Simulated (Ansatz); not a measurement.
# Cd3SeS2: the cost of one run

Method: DFT PBE, scalar-relativistic, plane waves, PAW, in Ansatz 0.2.0.

## 1. Starting point

Symmetry: P3m1, No. 156, trigonal system. The conventional cell has a = 4.257 Å, b = 4.257 Å, c = 20.824 Å, α = 90.00°, β = 90.00°, γ = 120.00°. Cd (site symmetry 3m) has 1 S at 2.57 Å and 3 Se at 2.65 Å as nearest neighbours. Cd (site symmetry 3m) has 4 S at 2.57 to 2.58 Å as nearest neighbours. Cd (site symmetry 3m) is surrounded by 4 S at 2.57 to 2.59 Å. Cd (site symmetry 3m) is surrounded by 3 S at 2.58 Å and 1 Se at 2.69 Å. Cd (site symmetry 3m) is surrounded by 3 S at 2.59 Å and 1 Se at 2.68 Å. Se (site symmetry 3m) has 4 Cd at 2.65 to 2.69 Å as nearest neighbours. Se (site symmetry 3m) is surrounded by 4 Cd at 2.65 to 2.68 Å. Only part of the 12 independent sites is listed.

As a file:

```
Cd Se S
1.0
     4.25682    0.00000    0.00000
    -2.12841    3.68651    0.00000
     0.00000    0.00000   20.82390
Cd Se S
6 2 4
Direct
  0.66667 0.33333 0.00702
  0.66667 0.33333 0.33078
  0.66667 0.33333 0.66901
  0.00000 0.00000 0.16880
  0.00000 0.00000 0.49279
  0.00000 0.00000 0.83082
  0.00000 0.00000 0.62174
  0.00000 0.00000 0.95976
  0.66667 0.33333 0.13030
  0.66667 0.33333 0.45434
  0.66667 0.33333 0.79230
  0.00000 0.00000 0.29234
```

It is the end of an earlier relaxation with the same method, from a generated guess; it is a trial structure. At a tolerance of 0.02 Å it has space group P3m1 (No. 156); it has 27.23 Å³/atom, an uncorrected energy of -0.64 eV/atom over the elements.

## 2. Static run: bands, density of states and charges

File input.yaml:

```yaml
crystal:
  lattice:
    - [4.2568203967, 0.0, 0.0]
    - [-2.1284101983, 3.6865146029, 0.0]
    - [0.0, 0.0, 20.8238974]
  atoms:
    - { symbol: Cd, position: [0.6666666667, 0.3333333333, 0.007024] }
    - { symbol: Cd, position: [0.6666666667, 0.3333333333, 0.330783] }
    - { symbol: Cd, position: [0.6666666667, 0.3333333333, 0.66901] }
    - { symbol: Cd, position: [0.0, 0.0, 0.168797] }
    - { symbol: Cd, position: [0.0, 0.0, 0.492792] }
    - { symbol: Cd, position: [0.0, 0.0, 0.830818] }
    - { symbol: Se, position: [0.0, 0.0, 0.621738] }
    - { symbol: Se, position: [0.0, 0.0, 0.959756] }
    - { symbol: S, position: [0.6666666667, 0.3333333333, 0.130303] }
    - { symbol: S, position: [0.6666666667, 0.3333333333, 0.454341] }
    - { symbol: S, position: [0.6666666667, 0.3333333333, 0.792299] }
    - { symbol: S, position: [0.0, 0.0, 0.292338] }
basis:
  ecutwfc: 420
kpoints:
  mp_grid: { grid: [6, 6, 2] }
  band_path:
    path:
      - [[0.0, 0.0, 0.0], [0.5, 0.0, 0.0], [0.33333333, 0.33333333, 0.0], [0.0, 0.0, 0.0], [0.0, 0.0, 0.5], [0.5, 0.0, 0.5], [0.33333333, 0.33333333, 0.5], [0.0, 0.0, 0.5]]
      - [[0.5, 0.0, 0.5], [0.5, 0.0, 0.0]]
      - [[0.33333333, 0.33333333, 0.5], [0.33333333, 0.33333333, 0.0]]
    npoints: 10
hamiltonian:
  xc: pbe
scf:
  occupations: { method: gaussian, width: 0.02 }
  n_extra_bands: 30
output:
  forces: true
  stress: true
  eigenvalues: true
  populations: true
  dos: { projected: true, de: 0.02, nscf_kmesh: { grid: [9, 9, 3] } }
  bader: false
  write_density: true
  write_potential: true
  elf: true
  volumetric_format: npy
```

Command:

```console
$ ansatz run input.yaml --threads 4 --pin off --max-ram 8192MiB --backend cpu --events-out ev --progress --plain --runs-dir out
```

What time and memory should one allow on 4 threads of Arm Neoverse N1, shared host?

About 3.5 min, with a peak of 2.4 GiB.
